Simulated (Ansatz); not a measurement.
# C2H7BOS (SMILES CSB(C)O): levels of theory compared

Aim: a comparison of 6 runs (HF/STO-3G, HF/def2-SVP, B3LYP/6-31G*, MP2/3-21G, CCSD(T)/6-31G**) of C2H7BOS. 

Program for the calculation: Ansatz 0.2.0.

5 further runs of the same task are left out: 1 that didn't finish, 4 set aside as unsound or not needed.

## Step 1: The structure to begin with

The species is C2H7BOS (12 atoms), meant as a singlet with charge 0. SMILES: `CSB(C)O`. The coordinates come from a PBE0-D4/def2-TZVP relaxation. This is one conformer, not always the lowest.

Bond lengths: C1–S2 1.806 Å, S2–B3 1.818 Å, B3–C4 1.565 Å, B3–O5 1.363 Å, C1–H6 1.089 Å, C1–H7 1.089 Å, C1–H8 1.089 Å, C4–H9 1.094 Å, C4–H10 1.091 Å, C4–H11 1.094 Å, O5–H12 0.961 Å. Some angles: C1–S2–B3 103.9°, S2–B3–C4 123.6°, S2–B3–O5 117.6°, C4–B3–O5 118.8°, S2–C1–H6 111.0°, S2–C1–H7 107.0°, S2–C1–H8 111.0°, B3–C4–H9 111.6°, B3–C4–H10 111.0°, B3–C4–H11 111.3°.

## Step 2: Energy and forces at HF/STO-3G (run 1)

Contents of job.yaml:

```yaml
basis:
  gaussian:
    orbitals: STO-3G
crystal:
  periodic: [false, false, false]
  atoms:
    - {symbol: C, position_ang: [-1.402400, 0.165000, 1.280100]}
    - {symbol: S, position_ang: [-0.420800, 1.448300, 0.472000]}
    - {symbol: B, position_ang: [0.714300, 0.518900, -0.600900]}
    - {symbol: C, position_ang: [0.724300, -1.043000, -0.704600]}
    - {symbol: O, position_ang: [1.599400, 1.231600, -1.353000]}
    - {symbol: H, position_ang: [-1.952200, -0.425200, 0.548600]}
    - {symbol: H, position_ang: [-2.113100, 0.671400, 1.931900]}
    - {symbol: H, position_ang: [-0.772100, -0.487100, 1.883100]}
    - {symbol: H, position_ang: [0.905800, -1.509400, 0.268500]}
    - {symbol: H, position_ang: [1.495500, -1.384900, -1.397200]}
    - {symbol: H, position_ang: [-0.240600, -1.425300, -1.051800]}
    - {symbol: H, position_ang: [1.538900, 2.184300, -1.242900]}
output: {forces: true, orbitals: {seedname: orbitals}}
accuracy: high
hamiltonian:
  xc: hf
```

The run is started by

```bash
ansatz run job.yaml --threads 1 --pin off --max-ram 2610MiB --events-out events.jsonl --progress --plain --runs-dir runs
```

Output:

```text
Warning: RAYON_NUM_THREADS=1 ignored (pool sized by the plan → 1); use --threads N
Functional definition: HF
  name "HF"
  exchange = exact_x
  correlation = 0
764 factors; integrals over basis functions are off by at most 3.5e-8 eV
mean field evaluation 1: about -15518.3760 eV, gradient 2.4e1 eV
mean field evaluation 2: about -15518.5698 eV, gradient 2.4e1 eV
mean field evaluation 4: about -15520.7616 eV, gradient 1.7e0 eV
mean field evaluation 8: about -15520.7727 eV, gradient 2.9e-2 eV
mean field -15520.77273838 eV, -570.3778777779 hartree, gradient 9.0e-9 eV, S^2 0.000000; 0 other end points of the search recorded, 0 dependent functions left out
the calculation of the forces begins
reference -15520.77273838 eV, -570.3778777779 hartree; 24, 24 occupied and 12, 12 virtual orbitals, 764 factors
Total energy: -15520.77273838 eV, -570.3778777779 hartree
Atom 0 at    -1.402400     0.165000     1.280100 Å, force     0.303586     0.417627    -0.245781 eV/Å
Atom 1 at    -0.420800     1.448300     0.472000 Å, force     0.375599    -0.371589    -0.359632 eV/Å
Atom 2 at     0.714300     0.518900    -0.600900 Å, force    -0.194236     1.658897     0.276288 eV/Å
Atom 3 at     0.724300    -1.043000    -0.704600 Å, force     0.027218    -0.927303    -0.092993 eV/Å
Atom 4 at     1.599400     1.231600    -1.353000 Å, force    -0.161959    -2.191750     0.016370 eV/Å
Atom 5 at    -1.952200    -0.425200     0.548600 Å, force     0.015108    -0.066835     0.268381 eV/Å
Atom 6 at    -2.113100     0.671400     1.931900 Å, force     0.055010    -0.257504    -0.058181 eV/Å
Atom 7 at    -0.772100    -0.487100     1.883100 Å, force    -0.271690    -0.048914    -0.054214 eV/Å
Atom 8 at     0.905800    -1.509400     0.268500 Å, force     0.017750     0.193734    -0.374266 eV/Å
Atom 9 at     1.495500    -1.384900    -1.397200 Å, force    -0.272077     0.023918     0.241120 eV/Å
Atom 10 at    -0.240600    -1.425300    -1.051800 Å, force     0.382448     0.162471     0.051563 eV/Å
Atom 11 at     1.538900     2.184300    -1.242900 Å, force    -0.276758     1.407248     0.331345 eV/Å
Dipole moment:    -0.098814     0.042969     0.090642 e Å
```

It took 4.5 s on 1 thread of Intel Xeon at 2.50GHz (Skylake/Cascade Lake), shared host.

## Step 3: Energy and forces at HF/def2-SVP (run 2)

Contents of input.yaml:

```yaml
crystal:
  periodic: [false, false, false]
  atoms:
    - {symbol: C, position_ang: [-1.402400, 0.165000, 1.280100]}
    - {symbol: S, position_ang: [-0.420800, 1.448300, 0.472000]}
    - {symbol: B, position_ang: [0.714300, 0.518900, -0.600900]}
    - {symbol: C, position_ang: [0.724300, -1.043000, -0.704600]}
    - {symbol: O, position_ang: [1.599400, 1.231600, -1.353000]}
    - {symbol: H, position_ang: [-1.952200, -0.425200, 0.548600]}
    - {symbol: H, position_ang: [-2.113100, 0.671400, 1.931900]}
    - {symbol: H, position_ang: [-0.772100, -0.487100, 1.883100]}
    - {symbol: H, position_ang: [0.905800, -1.509400, 0.268500]}
    - {symbol: H, position_ang: [1.495500, -1.384900, -1.397200]}
    - {symbol: H, position_ang: [-0.240600, -1.425300, -1.051800]}
    - {symbol: H, position_ang: [1.538900, 2.184300, -1.242900]}
basis:
  gaussian: {orbitals: def2-SVP}
hamiltonian: {xc: hf}
accuracy: high
output: {forces: true, orbitals: {seedname: orbitals}}
```

The run is started by

```bash
ansatz run input.yaml --threads 1 --pin off --max-ram 2610MiB --events-out events.jsonl --progress --plain --runs-dir runs
```

Output:

```text
Warning: RAYON_NUM_THREADS=1 ignored (pool sized by the plan → 1); use --threads N
[... 4 set-up lines as earlier in the session ...]
2623 factors; integrals over basis functions are off by at most 9.0e-9 eV
mean field evaluation 1: about -15689.9020 eV, gradient 3.8e1 eV
mean field evaluation 2: about -15690.0282 eV, gradient 3.8e1 eV
mean field evaluation 4: about -15693.3856 eV, gradient 4.0e0 eV
mean field evaluation 8: about -15693.4394 eV, gradient 2.1e-1 eV
mean field evaluation 16: about -15693.4396 eV, gradient 1.5e-8 eV
mean field -15693.43963451 eV, -576.7232691728 hartree, gradient 1.5e-8 eV, S^2 0.000000; 0 other end points of the search recorded, 0 dependent functions left out
the calculation of the forces begins
reference -15693.43963451 eV, -576.7232691728 hartree; 24, 24 occupied and 85, 85 virtual orbitals, 2623 factors
Total energy: -15693.43963451 eV, -576.7232691728 hartree
Atom 0 at    -1.402400     0.165000     1.280100 Å, force    -0.195363    -0.135637     0.172938 eV/Å
Atom 1 at    -0.420800     1.448300     0.472000 Å, force    -0.079015     0.313679     0.088022 eV/Å
Atom 2 at     0.714300     0.518900    -0.600900 Å, force     0.549821     0.393292    -0.469017 eV/Å
Atom 3 at     0.724300    -1.043000    -0.704600 Å, force     0.013332    -0.485206    -0.038139 eV/Å
Atom 4 at     1.599400     1.231600    -1.353000 Å, force    -0.398581     0.758771     0.401251 eV/Å
Atom 5 at    -1.952200    -0.425200     0.548600 Å, force     0.004772     0.021911     0.079829 eV/Å
Atom 6 at    -2.113100     0.671400     1.931900 Å, force     0.027414    -0.058068    -0.025764 eV/Å
Atom 7 at    -0.772100    -0.487100     1.883100 Å, force    -0.081076     0.028474    -0.015998 eV/Å
Atom 8 at     0.905800    -1.509400     0.268500 Å, force     0.025553     0.023729    -0.030027 eV/Å
Atom 9 at     1.495500    -1.384900    -1.397200 Å, force    -0.022754     0.021328     0.021709 eV/Å
Atom 10 at    -0.240600    -1.425300    -1.051800 Å, force     0.030278     0.023050    -0.019288 eV/Å
Atom 11 at     1.538900     2.184300    -1.242900 Å, force     0.125620    -0.905323    -0.165515 eV/Å
Dipole moment:    -0.179821    -0.106625     0.154714 e Å
```

Wall time 24 s (1 thread of Intel Xeon at 2.50GHz (Skylake/Cascade Lake), shared host); peak memory 0.38 GiB.

Runs 3 to 5 aren't shown in full; the table further down has their settings and results.

## Step 4: Energy and forces at CCSD(T)/6-31G(d,p) (spherical functions) (run 6)

Contents of input.yaml:

```yaml
crystal:
  periodic: [false, false, false]
  atoms:
    - symbol: C
      position_ang: [-1.402400, 0.165000, 1.280100]
    - symbol: S
      position_ang: [-0.420800, 1.448300, 0.472000]
    - symbol: B
      position_ang: [0.714300, 0.518900, -0.600900]
    - symbol: C
      position_ang: [0.724300, -1.043000, -0.704600]
    - symbol: O
      position_ang: [1.599400, 1.231600, -1.353000]
    - symbol: H
      position_ang: [-1.952200, -0.425200, 0.548600]
    - symbol: H
      position_ang: [-2.113100, 0.671400, 1.931900]
    - symbol: H
      position_ang: [-0.772100, -0.487100, 1.883100]
    - symbol: H
      position_ang: [0.905800, -1.509400, 0.268500]
    - symbol: H
      position_ang: [1.495500, -1.384900, -1.397200]
    - symbol: H
      position_ang: [-0.240600, -1.425300, -1.051800]
    - symbol: H
      position_ang: [1.538900, 2.184300, -1.242900]
basis:
  gaussian:
    orbitals: 6-31G_st__st_-spherical.json
correlation:
  method: ccsd_t
  frozen_orbitals: {B: 1, C: 1, H: 0, O: 1, S: 5}
accuracy: high
scf:
  omitted_lower_state_checks: [cluster_reference, increment]
output:
  forces: true
  orbitals: {seedname: orbitals}
```

The basis set 6-31G** is read from a file made from the Basis Set Exchange's data (not shown).

The run is started by

```bash
ansatz run input.yaml --threads 1 --pin off --max-ram 2610MiB --events-out events.jsonl --progress --plain --runs-dir runs
```

Output:

```text
Warning: RAYON_NUM_THREADS=1 ignored (pool sized by the plan → 1); use --threads N
[... 4 set-up lines as earlier in the session ...]
these checks for a lower state are left out or cut short: cluster_reference, increment
2635 factors; integrals over basis functions are off by at most 1.4e-8 eV
mean field evaluation 1: about -15697.1315 eV, gradient 3.5e1 eV
mean field evaluation 2: about -15697.2061 eV, gradient 3.5e1 eV
mean field evaluation 4: about -15700.1381 eV, gradient 3.9e0 eV
mean field evaluation 8: about -15700.1867 eV, gradient 2.0e-1 eV
mean field evaluation 16: about -15700.1870 eV, gradient 2.9e-8 eV
mean field -15700.18696930 eV, -576.9712291527 hartree, gradient 2.9e-8 eV, S^2 0.000000; 0 other end points of the search recorded, 0 dependent functions left out
9 core orbitals not correlated: weight in the atoms' cores, before any rotation towards them, 1.000 or more for the frozen orbitals, at most 0.000 for the correlated occupied ones
reference -15700.18696930 eV, -576.9712291527 hartree; 15, 15 occupied and 85, 85 virtual orbitals, 2635 factors
second order -18.45533719 eV of doubles, -0.00000000 eV of singles
cycle   1  -19.34871259 eV  change   -8.9e-1 eV  update   9.5e-2
cycle   2  -19.80335913 eV  change   -4.5e-1 eV  update   2.8e-2
cycle   3  -19.91521801 eV  change   -1.1e-1 eV  update   1.5e-2
cycle   4  -19.91426832 eV  change    9.5e-4 eV  update   3.8e-3
cycle   5  -19.91232561 eV  change    1.9e-3 eV  update   1.5e-3
cycle   6  -19.91227274 eV  change    5.3e-5 eV  update   5.2e-4
cycle   7  -19.91208099 eV  change    1.9e-4 eV  update   1.4e-4
cycle   8  -19.91203280 eV  change    4.8e-5 eV  update   4.6e-5
cycle   9  -19.91203540 eV  change   -2.6e-6 eV  update   1.6e-5
cycle  10  -19.91203176 eV  change    3.6e-6 eV  update   5.5e-6
cycle  11  -19.91203083 eV  change    9.3e-7 eV  update   2.4e-6
cycle  12  -19.91203288 eV  change   -2.1e-6 eV  update   9.8e-7
cycle  13  -19.91203362 eV  change   -7.4e-7 eV  update   3.6e-7
cycle  14  -19.91203403 eV  change   -4.2e-7 eV  update   1.5e-7
cycle  15  -19.91203408 eV  change   -4.9e-8 eV  update   5.5e-8
cycle  16  -19.91203406 eV  change    2.5e-8 eV  update   3.1e-8
cycle  17  -19.91203402 eV  change    4.0e-8 eV  update   1.3e-7
cycle  18  -19.91203402 eV  change    1.3e-9 eV  update   2.9e-8
cycle  19  -19.91203401 eV  change    4.9e-9 eV  update   7.8e-9
cycle  20  -19.91203401 eV  change    3.0e-9 eV  update   2.6e-9
cycle  21  -19.91203401 eV  change   6.7e-10 eV  update  8.6e-10
perturbative correction -0.56245814 eV, -0.0206699554 hartree
the calculation of the forces begins
Total energy: -15720.66146144 eV, -577.7236528610 hartree
Atom 0 at    -1.402400     0.165000     1.280100 Å, force    -0.137443    -0.224923     0.117820 eV/Å
Atom 1 at    -0.420800     1.448300     0.472000 Å, force     0.075688     0.445716    -0.044195 eV/Å
Atom 2 at     0.714300     0.518900    -0.600900 Å, force    -0.212052     0.069612     0.198247 eV/Å
Atom 3 at     0.724300    -1.043000    -0.704600 Å, force     0.018635    -0.330972    -0.039192 eV/Å
Atom 4 at     1.599400     1.231600    -1.353000 Å, force     0.365051    -0.052979    -0.331407 eV/Å
Atom 5 at    -1.952200    -0.425200     0.548600 Å, force    -0.020627    -0.035267     0.038765 eV/Å
Atom 6 at    -2.113100     0.671400     1.931900 Å, force    -0.011559    -0.039694     0.008782 eV/Å
Atom 7 at    -0.772100    -0.487100     1.883100 Å, force    -0.047403    -0.031791     0.011397 eV/Å
Atom 8 at     0.905800    -1.509400     0.268500 Å, force     0.016466     0.007916     0.001653 eV/Å
Atom 9 at     1.495500    -1.384900    -1.397200 Å, force    -0.003754     0.014533     0.005105 eV/Å
Atom 10 at    -0.240600    -1.425300    -1.051800 Å, force    -0.001044     0.006550    -0.015009 eV/Å
Atom 11 at     1.538900     2.184300    -1.242900 Å, force    -0.041958     0.171297     0.048036 eV/Å
Dipole moment:    -0.144725    -0.082301     0.124630 e Å
Checks for a lower state left out: cluster_reference, increment
```

It took 7.6 min on 1 thread of Intel Xeon at 2.50GHz (Skylake/Cascade Lake), shared host; peak memory 1.6 GiB.

## Step 5: All runs side by side

| run | level | Cartesian functions | frozen core orbitals | energy (Eh) | dipole moment (D) | HOMO energy (eV) | LUMO energy (eV) | wall time |
| --- | --- | --- | --- | --- | --- | --- | --- | --- |
| 1 | HF/STO-3G | no | – | -570.377878 | 0.68 | -7.06 | 8.75 | 4.5 s |
| 2 | HF/def2-SVP | no | – | -576.723269 | 1.25 | -9.80 | 4.39 | 24 s |
| 3 | B3LYP/6-31G* (spherical functions) | no | – | -578.773583 | 1.04 | -6.63 | 0.76 | 35 s |
| 4 | B3LYP/6-31G* (Cartesian functions) | yes | – | -578.779353 | 1.05 | -6.63 | 0.76 | 33 s |
| 5 | MP2/3-21G | no | 9 | -574.429772 | 0.83 | -9.95 | 4.76 | 11 s |
| 6 | CCSD(T)/6-31G** (spherical functions) | no | 9 | -577.723653 | 1.00 | -9.78 | 4.80 | 7.6 min |

## Step 6: Summary of results

```
                                          quantity          value
                               run 6: total energy  -577.72365 Eh
         run 6: dipole moment (correlated density)         1.00 D
        run 6: HOMO energy (Hartree–Fock orbitals)       -9.78 eV
        run 6: LUMO energy (Hartree–Fock orbitals)        4.80 eV
      run 6: HOMO–LUMO gap (Hartree–Fock orbitals)       14.58 eV
run 6: correlation energy (9 core orbitals frozen)     -752.4 mEh
                             run 6: (T) correction     -20.67 mEh
                              run 6: T1 diagnostic          0.012
                   run 6: largest force on an atom     0.496 eV/Å
```

In words: The dipole moment (its size) runs from 0.68 D (HF/STO-3G) to 1.25 D (HF/def2-SVP). Over runs 1, 2, 3, 4 the HOMO–LUMO gap runs from 7.39 eV (B3LYP/6-31G*) to 15.81 eV (HF/STO-3G). The two ends differ in method and basis. In run 1 the basis is minimal, so the values are rough. All runs together took 9.4 min, the longest 7.6 min.
